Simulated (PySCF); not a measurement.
**C₃H₅F₃O₂Si: electronic excitations**

Aim: predict the electronic excitations of C₃H₅F₃O₂Si (`O=C(CC(F)(F)F)O[SiH3]`).

Computed with PySCF 2.14.0, with density-fitted response routines of our own, on a single molecule in the gas phase. Atoms count from 0, in the outputs and in this text.

### Step 1. The starting structure

14 atoms, charge 0, multiplicity 1; geometry from: GFN2-xTB.

Bonds of the start (Å): O0–C1 1.20, C1–C2 1.53, C2–C3 1.52, C3–F4 1.34, C3–F5 1.34, C3–F6 1.34, C1–O7 1.31, O7–Si8 1.68, C2–H9 1.09, C2–H10 1.09, Si8–H11 1.45, Si8–H12 1.46, Si8–H13 1.46.

### Step 2. Ultraviolet spectrum: CAM-B3LYP/def2-SVPD

Job settings and geometry (Å):

```
{"job": {"kind": "uv", "xc": "CAM-B3LYP", "basis": "def2-SVPD", "nstates": 8, "ntriplets": 3}, "charge": 0, "multiplicity": 1}
O      0.453915    -1.990715    -0.236501
C      0.061336    -0.892527     0.037861
C     -1.426459    -0.557666     0.168920
C     -1.736124     0.864516    -0.257484
F     -1.215158     1.168450    -1.452735
F     -3.062560     1.057008    -0.364647
F     -1.296157     1.783287     0.607506
O      0.839163     0.134021     0.268411
Si     2.509855     0.079069     0.125612
H     -2.003101    -1.250474    -0.446554
H     -1.727692    -0.674625     1.212963
H      2.771866     1.461516     0.490122
H      3.006540    -0.908119     1.076871
H      2.823898    -0.274213    -1.252512
```

Method: TDDFT CAM-B3LYP/def2-SVPD, vertical, gas phase, core orbitals frozen in the response.

Launch:

```bash
OMP_NUM_THREADS=1 python probes_run.py task.json out
```

This one command runs all jobs of the session in turn.

What will the session give for the following? lowest singlet (CAM-B3LYP/def2-SVPD); brightest single state of those computed; lowest triplet. Wanted: lowest singlet; brightest single state of those computed; lowest triplet.

As calculated:

| quantity | value |
| --- | --- |
| lowest singlet (CAM-B3LYP/def2-SVPD) | 5.90 eV (210 nm), f = 0.001 |
| brightest single state of those computed | state 5, 8.35 eV, f = 0.098 |
| lowest triplet | 5.39 eV |

**Reading.** The first singlet state (HOMO→LUMO+1 0.59, HOMO→LUMO 0.33) lies at 5.90 eV and is dark; of the 8 states computed, the strongest absorption comes from state 5 at 8.35 eV (the last state computed is bright too, and its partners may lie past the list). The lowest triplet lies 0.51 eV below the lowest singlet (triplets in Tamm-Dancoff, singlets in full TDDFT).
